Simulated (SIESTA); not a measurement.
Crystal: LiO8.

```
CELL_PARAMETERS angstrom
4.47702 0.00000 0.00000
1.89850 5.19004 0.00000
1.73398 1.35979 5.06850
ATOMIC_POSITIONS crystal
O 0.14763 0.19470 0.11311
O 0.85956 0.83604 0.86462
O 0.83780 0.26585 0.18572
O 0.16362 0.77257 0.81058
O 0.12427 0.68747 0.24815
O 0.82279 0.76003 0.26953
O 0.85397 0.26203 0.77095
O 0.15548 0.19859 0.74019
Li 0.45156 0.42748 0.03285
```

The cell comes from a database or a generator and needn't be the stable form of this composition.

| Property | Result |
| --- | --- |
| Program | SIESTA 5.4.2 |
| Task | single point |
| Functional | PBE |
| Potentials or basis | PseudoDojo 0.4 standard (PBE files) |
| Basis | DZP (energy shift 0.003 Ry; two zetas on semicore shells) |
| Grid cutoff | 800 Ry |
| Energy shift | 0.003 Ry |
| k mesh | 7 × 6 × 5 |
| Occupations | fermi-dirac, width 0.05 eV |
| Spin | no spin polarisation |

On this cell: pressure -0.5 GPa; largest force 0.508 eV/Å; band gap on the k mesh none (metal or under the smearing width).

The same run follows on a disturbed copy (atoms moved at random, drawn with an rms of 0.05 Å):

```
O Li
1.0
     4.47702    0.00000    0.00000
     1.89850    5.19004    0.00000
     1.73398    1.35979    5.06850
O Li
8 1
Cartesian
  1.2395 1.1467 0.5831
  6.9070 5.5157 4.3738
  4.5850 1.5881 0.9467
  3.6224 5.1199 4.1065
  2.2884 3.8796 1.2415
  5.6353 4.3288 1.4134
  5.6990 2.4298 3.9294
  2.3424 2.0284 3.7411
  2.8937 2.2543 0.2426
```

Task: What changes?

Result: The energy (extrapolated to zero smearing) moves by +14.2 meV/atom; pressure 0.5 GPa; largest force 2.581 eV/Å; band gap on the k mesh none (metal or under the smearing width).

Forces in eV/Å, atoms in the order of the input:
```
O    0.270 -0.358  0.097
O    1.370 -0.341 -0.065
O   -0.171  0.028  0.111
O   -1.423  0.358  0.438
O    1.611 -0.249 -0.166
O   -1.569  0.454 -0.114
O   -2.486  0.678  0.148
O    2.368 -0.627 -0.295
Li   0.034  0.056 -0.155
```

Stress tensor (GPa, compression positive):
```
 4.07 -2.17 -0.28
-2.17 -1.43  0.18
-0.28  0.18 -1.13
```

Caveats: the basis of atomic orbitals isn't converged, which shifts pressures, moduli and gaps; an odd number of electrons without spin polarisation forces a metal; a magnetic or distorted state may lie lower.
